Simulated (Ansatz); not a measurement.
Task: a single point in a Gaussian basis of CH₅ISi, SMILES [SiH3]CI, with the Python package of Ansatz (0.2.0). Give the script and its output. Use: B3LYP, def2-TZVP basis, multiplicity 1, D4 dispersion.

```xyz
8

Si   -0.7591    0.3585   -0.1471
C     0.8925   -0.3080   -0.0216
I     0.8807   -1.6837    1.5844
H    -1.7447   -0.6387   -0.4451
H    -0.8520    1.3668   -1.3011
H    -1.1994    1.1520    1.0727
H     1.6567    0.4904    0.1579
H     1.2175   -0.7944   -0.9558
```

The script, `ch5isi_energy.py`:
```python
import json
import warnings

import ansatz as az

warnings.simplefilter("ignore", az.DeckWarning)

geometry = (
    az.Crystal.molecule()
    .atom("Si", (-0.7591, 0.3585, -0.1471))
    .atom("C", (0.8925, -0.308, -0.0216))
    .atom("I", (0.8807, -1.6837, 1.5844))
    .atom("H", (-1.7447, -0.6387, -0.4451))
    .atom("H", (-0.852, 1.3668, -1.3011))
    .atom("H", (-1.1994, 1.152, 1.0727))
    .atom("H", (1.6567, 0.4904, 0.1579))
    .atom("H", (1.2175, -0.7944, -0.9558))
)

setup = geometry.calculation()
setup = setup.basis(gaussian="def2-TZVP")
setup = setup.functional("b3lyp", dispersion="d4")
print(setup.to_yaml())
summary = setup.session().plan(threads=1).execute().report

print("reference energy %16.6f eV" % summary["reference_energy_ev"])
print("total energy     %16.6f eV" % summary["free_energy_ev"])
print("occupied (up, down):", summary["n_occupied"], " virtual:", summary["n_virtual"], " frozen:", summary["n_frozen"])

state = summary["mean_field"]["state"]
print(f"mean field: {state['energy']['hartree']:.7f} Ha, <S^2> = {abs(state['spin_squared']):.4f}, stability: {state.get('stability', {}).get('kind')}")
with open("ch5isi.json", "w") as handle:
    json.dump({k: summary[k] for k in ("free_energy_ev", "reference_energy_ev", "n_occupied", "n_virtual")}, handle, indent=1)
```

```console
$ python ch5isi_energy.py
crystal:
  periodic: [false, false, false]
  atoms:
    - { symbol: Si, position_ang: [-0.7591, 0.3585, -0.1471] }
    - { symbol: C, position_ang: [0.8925, -0.308, -0.0216] }
    - { symbol: I, position_ang: [0.8807, -1.6837, 1.5844] }
    - { symbol: H, position_ang: [-1.7447, -0.6387, -0.4451] }
    - { symbol: H, position_ang: [-0.852, 1.3668, -1.3011] }
    - { symbol: H, position_ang: [-1.1994, 1.152, 1.0727] }
    - { symbol: H, position_ang: [1.6567, 0.4904, 0.1579] }
    - { symbol: H, position_ang: [1.2175, -0.7944, -0.9558] }
basis:
  gaussian:
    orbitals: def2-TZVP
hamiltonian:
  xc: b3lyp
  dispersion: d4

reference energy    -17100.895399 eV
total energy        -17101.186295 eV
occupied (up, down): [25, 25]  virtual: [123, 123]  frozen: 0
mean field: -628.4463145 Ha, <S^2> = 0.0000, stability: minimum
```

`ch5isi.json`, as written:
```json
{
 "free_energy_ev": -17101.186295432475,
 "reference_energy_ev": -17100.895399105437,
 "n_occupied": [
  25,
  25
 ],
 "n_virtual": [
  123,
  123
 ]
}
```

Total energies depend on the basis set; only differences at equal settings carry meaning. The geometry is a force-field or estimated start, not a minimum of this method, and the basis set is short of its limit. def2 sets replace the cores of elements past krypton by effective core potentials. Total less reference energy is the dispersion correction. b3lyp holds the VWN-RPA fit, as in Gaussian; the form of ORCA and Turbomole is b3lyp5. Timing: 3.7 s on 1 thread of Intel(R) Xeon(R) Platinum 8375C CPU @ 2.90GHz (Ice Lake), on a shared host, peak memory 0.36 GiB.

(Lines on the test bed's own set-up are left out of the output.)
